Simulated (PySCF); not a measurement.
The system is LiH (HLi), in a box.

```
CELL_PARAMETERS angstrom
9.00000 0.00000 0.00000
0.00000 9.00000 0.00000
0.00000 0.00000 11.00000
ATOMIC_POSITIONS crystal
Li 0.50144 0.50233 0.43056
H 0.50144 0.50233 0.57562
```

Program: PySCF 2.14.0. Alike in all runs: task atomic charges; potentials or basis pob-tzvp-rev2 (all-electron); no spin polarisation; cell as given; k mesh 1 × 1 × 1; smearing fixed.

Task: Order these runs on this cell by their band gap on the k mesh, lowest first.
A. level PBE
B. level HSE03+D4; three-body dispersion term yes; exxdiv ewald; three-centre integrals read from an earlier run's file
C. level r2SCANh; exxdiv ewald; three-centre integrals read from an earlier run's file
D. level BHandHLYP+D3(BJ); three-body dispersion term no; exxdiv ewald; three-centre integrals read from an earlier run's file
E. level PW91+D4; three-body dispersion term yes; three-centre integrals read from an earlier run's file

Result: E (3.28 eV), A (3.53 eV), B (4.88 eV), C (5.86 eV), D (6.95 eV).

Caveats: this is a molecule in a periodic box at the Γ point, so its band gap is the HOMO-LUMO gap; the basis of atomic orbitals isn't converged, which shifts pressures, moduli and gaps; this program's HSE differs a little from the usual definition (some runs).

